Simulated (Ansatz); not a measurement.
# ClH₁₃O₂Si₄ (built from SMILES Cl.O.O[Si]([SiH3])([SiH3])[SiH3]): a short trajectory

The task is to watch the atoms for 80 steps of 1.0 fs, started with velocities for 100 K and run with a Langevin thermostat, and see to which side of the barrier the system falls.

Program: Ansatz 0.2.0, Gaussian basis. Level of theory: PBE0-D4/def2-SVP. These are calculated values, not measurements.

2 further runs of the same task are left out: 2 that didn't finish.

## 1. The starting structure

The start, a first-order saddle point found at PBE0-D4 in triple zeta: 20 atoms, charge 0, spin multiplicity 1.

Atoms are counted from 1 here; the program's logs count them from 0.

Bond lengths: Si1–Si3 2.346 Å, Si1–Si4 2.352 Å, Si1–O5 1.631 Å, Si2–H10 1.482 Å, Si2–H11 1.478 Å, Si2–H12 1.489 Å, Si3–H13 1.481 Å, Si3–H14 1.496 Å, Si3–H15 1.480 Å, Si4–H16 1.485 Å, Si4–H17 1.488 Å, Si4–H18 1.485 Å, O5–H19 0.991 Å, H6–O9 1.023 Å, O9–H20 0.965 Å. Angles: Si3–Si1–Si4 119.0°, Si3–Si1–O5 118.6°, Si4–Si1–O5 106.3°, H10–Si2–H11 113.1°, H10–Si2–H12 109.9°, H11–Si2–H12 111.0°, Si1–Si3–H13 110.9°, Si1–Si3–H14 105.7°, Si1–Si3–H15 109.4°, H13–Si3–H14 108.0°, H13–Si3–H15 113.4°, H14–Si3–H15 109.1°, Si1–Si4–H16 109.6°, Si1–Si4–H17 110.6°, Si1–Si4–H18 108.2°, H16–Si4–H17 109.1°, H16–Si4–H18 109.9°, H17–Si4–H18 109.5° and more.

Coordinates:

```mol
ClH13O2Si4
  3D, bonds by distance, orders not assigned

 20 15  0  0  0  0  0  0  0  0999 V2000
   -0.4244   -0.0015   -0.5853 Si  0  0
    1.1835   -0.8264    1.2225 Si  0  0
   -2.1901    0.1526    0.9522 Si  0  0
   -0.1732   -1.9772   -1.8371 Si  0  0
   -0.1839    1.2319   -1.6253 O   0  0
    1.2943    2.3488    0.4935 H   0  0
   -0.4898    2.9255    0.7589 Cl  0  0
    1.2477    0.5762    0.2228 H   0  0
    2.0683    1.7383    0.2216 O   0  0
    2.4810   -1.4150    0.8165 H   0  0
    1.2492   -0.1132    2.5153 H   0  0
    0.1341   -1.8828    1.2472 H   0  0
   -1.6788    0.3943    2.3213 H   0  0
   -2.8577   -1.1856    0.9384 H   0  0
   -3.1534    1.1787    0.4941 H   0  0
   -0.8011   -3.1097   -1.1100 H   0  0
    1.2672   -2.2785   -2.0543 H   0  0
   -0.8430   -1.7843   -3.1481 H   0  0
   -0.3824    2.0744   -1.1432 H   0  0
    2.2525    1.9535   -0.7005 H   0  0
  1  3  8  0
  1  4  8  0
  1  5  8  0
  2 10  8  0
  2 11  8  0
  2 12  8  0
  3 13  8  0
  3 14  8  0
  3 15  8  0
  4 16  8  0
  4 17  8  0
  4 18  8  0
  5 19  8  0
  6  9  8  0
  9 20  8  0
M  END
```

## 2. Dynamics

md/in.yaml

```yaml
crystal:
  periodic: [false, false, false]
  atoms:
    - {symbol: Si, position_ang: [-0.424388, -0.001535, -0.585344]}
    - {symbol: Si, position_ang: [1.183497, -0.826368, 1.222470]}
    - {symbol: Si, position_ang: [-2.190066, 0.152616, 0.952225]}
    - {symbol: Si, position_ang: [-0.173234, -1.977204, -1.837127]}
    - {symbol: O, position_ang: [-0.183941, 1.231932, -1.625305]}
    - {symbol: H, position_ang: [1.294296, 2.348835, 0.493472]}
    - {symbol: Cl, position_ang: [-0.489815, 2.925549, 0.758920]}
    - {symbol: H, position_ang: [1.247731, 0.576248, 0.222841]}
    - {symbol: O, position_ang: [2.068283, 1.738345, 0.221563]}
    - {symbol: H, position_ang: [2.481044, -1.414966, 0.816539]}
    - {symbol: H, position_ang: [1.249200, -0.113160, 2.515253]}
    - {symbol: H, position_ang: [0.134081, -1.882772, 1.247166]}
    - {symbol: H, position_ang: [-1.678758, 0.394282, 2.321255]}
    - {symbol: H, position_ang: [-2.857730, -1.185570, 0.938422]}
    - {symbol: H, position_ang: [-3.153390, 1.178659, 0.494051]}
    - {symbol: H, position_ang: [-0.801135, -3.109725, -1.109951]}
    - {symbol: H, position_ang: [1.267164, -2.278527, -2.054260]}
    - {symbol: H, position_ang: [-0.842963, -1.784341, -3.148050]}
    - {symbol: H, position_ang: [-0.382370, 2.074373, -1.143207]}
    - {symbol: H, position_ang: [2.252494, 1.953530, -0.700533]}
basis:
  gaussian: {orbitals: def2-SVP}
hamiltonian: {xc: pbe0, dispersion: d4}
md: {n_steps: 80, timestep: 1.0, temperature: 100, ensemble: nvt_langevin, seed: 77, friction: 0.002, initial_velocities: maxwell_boltzmann}
```

Run with:

```sh
> ansatz run in.yaml --threads 4 --pin off --events-out ev --progress --plain --max-ram 46080MiB --backend cuda --devices 0, --max-vram 37GiB
```

What does the calculation give? Wanted: temperature at the start; mean temperature, second half; lowest and highest potential energy, from the first frame; largest change of potential + kinetic; bonds lost by distance; bonds made by distance.

As calculated:

| quantity | value |
| --- | --- |
| length | 80 steps, 80.0 fs |
| temperature at the start | 95 K |
| mean temperature, second half | 370 K |
| lowest and highest potential energy, from the first frame | -1167 and 39 meV |
| largest change of potential + kinetic | 179.3 meV |
| bonds lost by distance | Si2–H8, H6–O9 |
| bonds made by distance | H6–Cl7 |

The system runs downhill by 1.17 eV, and that energy turns into motion. The thermostat trades energy with the molecule, so the sum of potential and kinetic energy isn't conserved: it changes by -165 meV over the run. The mean temperature of the second half is still well above the 100 K set. The temperature runs between 85 and 483 K. Under Langevin the temperature counts 3N degrees of freedom, more than the drawn velocities fill, so it starts at 95 K, not 100 K.
